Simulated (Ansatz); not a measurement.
# GeS (germanium sulfide): MP2/aug-cc-pVTZ

Aim: the electronic atomisation energy of GeS (germanium sulfide) at MP2/aug-cc-pVTZ, from 3 runs. 

The calculation is run with Ansatz 0.2.0.

30 further runs of the same task are left out: 30 set aside as unsound or not needed.

### Step 1. The structure to begin with

The species is GeS (2 atoms), meant as a singlet with charge 0. As SMILES, `[S+]#[Ge-]`. The bond length is the measured one.

Bond lengths: S1–Ge2 2.012 Å.

### Step 2. The energy at MP2/aug-cc-pVTZ

Contents of job.yaml:

```yaml
basis:
  gaussian: {orbitals: aug-cc-pVTZ}
crystal:
  periodic: [false, false, false]
  atoms:
    - {symbol: S, position_ang: [0.000000, 0.000000, 0.000000]}
    - {symbol: Ge, position_ang: [0.000000, 0.000000, 2.012086]}
correlation: {method: mp2, frozen_orbitals: {Ge: 9, S: 5}}
accuracy: high
```

Started as:

```sh
$ ansatz run job.yaml --threads 1 --pin off --max-ram 3480MiB --events-out events.jsonl --progress --plain --runs-dir runs
```

Output:

```text
Warning: RAYON_NUM_THREADS=1 ignored (pool sized by the plan → 1); use --threads N
Functional definition: HF
  name "HF"
  exchange = exact_x
  correlation = 0
1389 factors; integrals over basis functions are off by at most 4.7e-9 eV
mean field evaluation 1: about -67291.7805 eV, gradient 2.0e1 eV
mean field evaluation 2: about -67291.9448 eV, gradient 2.0e1 eV
mean field evaluation 4: about -67293.4524 eV, gradient 1.6e0 eV
mean field evaluation 8: about -67293.4722 eV, gradient 1.6e-1 eV
mean field evaluation 16: about -67293.4724 eV, gradient 6.8e-7 eV
mean field -67293.47240863 eV, -2472.9894978632 hartree, gradient 2.9e-8 eV, S^2 0.000000; 0 other end points of the search recorded, 0 dependent functions left out
14 core orbitals not correlated: weight in the atoms' cores, before any rotation towards them, 1.000 or more for the frozen orbitals, at most 0.000 for the correlated occupied ones
reference -67293.47240863 eV, -2472.9894978632 hartree; 10, 10 occupied and 85, 85 virtual orbitals, 1389 factors
second order -9.17049331 eV of doubles, -0.00000000 eV of singles
Total energy: -67302.64290193 eV, -2473.3265072763 hartree
```

Wall time 4.8 s (1 thread of Arm Neoverse V1, shared host); peak memory 0.24 GiB.

### Step 3. The Ge atom, same level

Contents of run.yaml:

```yaml
crystal:
  periodic: [false, false, false]
  atoms:
    - {symbol: Ge, position_ang: [0.000000, 0.000000, 0.000000]}
basis:
  gaussian: {orbitals: aug-cc-pVTZ}
magnetization: {spin_polarized: true, initial_magnetization: 2}
correlation: {method: mp2, frozen_orbitals: {Ge: 9}}
accuracy: high
```

Started as:

```sh
$ ansatz run run.yaml --threads 1 --pin off --max-ram 3480MiB --events-out events.jsonl --progress --plain --runs-dir runs
```

Output, cut to the lines that bear on the results:

```text
Warning: RAYON_NUM_THREADS=1 ignored (pool sized by the plan → 1); use --threads N
[... 2 set-up lines as earlier in the session ...]
[...]
600 factors; integrals over basis functions are off by at most 4.3e-9 eV
[...]
mean field -56473.45452979 eV, -2075.3611748873 hartree, gradient 5.4e-8 eV, S^2 2.011261; 3 other end points of the search recorded, 0 dependent functions left out
9 core orbitals not correlated: weight in the atoms' cores, before any rotation towards them, 1.000 or more for the frozen orbitals, at most 0.000 for the correlated occupied ones
reference -56473.45452979 eV, -2075.3611748873 hartree; 8, 6 occupied and 42, 44 virtual orbitals, 600 factors
second order -3.34039000 eV of doubles, -0.00000000 eV of singles
Total energy: -56476.79491979 eV, -2075.4839319556 hartree
```

It took 1.4 s on 1 thread of Arm Neoverse V1, shared host; peak memory 0.11 GiB.

### Step 4. The S atom

Contents of in.yaml:

```yaml
crystal:
  periodic: [false, false, false]
  atoms:
    - {symbol: S, position_ang: [0.000000, 0.000000, 0.000000]}
basis:
  gaussian:
    orbitals: aug-cc-pVTZ
accuracy: high
magnetization:
  spin_polarized: true
  initial_magnetization: 2
correlation:
  method: mp2
  frozen_orbitals: {S: 5}
```

Started as:

```sh
$ ansatz run in.yaml --threads 1 --pin off --max-ram 3480MiB --events-out events.jsonl --progress --plain --runs-dir runs
```

Output, cut to the lines that bear on the results:

```text
Warning: RAYON_NUM_THREADS=1 ignored (pool sized by the plan → 1); use --threads N
[... 2 set-up lines as earlier in the session ...]
[...]
487 factors; integrals over basis functions are off by at most 3.1e-9 eV
[...]
mean field -10816.79468501 eV, -397.5098727872 hartree, gradient 9.9e-8 eV, S^2 2.012872; 3 other end points of the search recorded, 0 dependent functions left out
5 core orbitals not correlated: weight in the atoms' cores, before any rotation towards them, 1.000 or more for the frozen orbitals, at most 0.000 for the correlated occupied ones
reference -10816.79468501 eV, -397.5098727872 hartree; 4, 2 occupied and 41, 43 virtual orbitals, 487 factors
second order -3.22328026 eV of doubles, -0.00000000 eV of singles
Total energy: -10820.01796526 eV, -397.6283261518 hartree
```

It took 0.55 s on 1 thread of Arm Neoverse V1, shared host.

### Step 5. What came out

Level: MP2/aug-cc-pVTZ, 14 core orbitals frozen.

| quantity | value |
| --- | --- |
| molecule: total energy | -2473.32651 Eh |
| molecule: correlation energy (14 core orbitals frozen) | -337.0 mEh |
| Ge atom: total energy | -2075.48393 Eh |
| Ge atom: correlation energy (9 core orbitals frozen) | -122.8 mEh |
| Ge atom: ⟨S²⟩ of the reference determinant | 2.011 |
| S atom: total energy | -397.62833 Eh |
| S atom: correlation energy (5 core orbitals frozen) | -118.5 mEh |
| S atom: ⟨S²⟩ of the reference determinant | 2.013 |
| electronic atomisation energy | 5.830 eV |

What this shows: Taking the molecule apart into free atoms costs 5.83 eV (563 kJ/mol), before zero-point energy and without spin-orbit coupling.
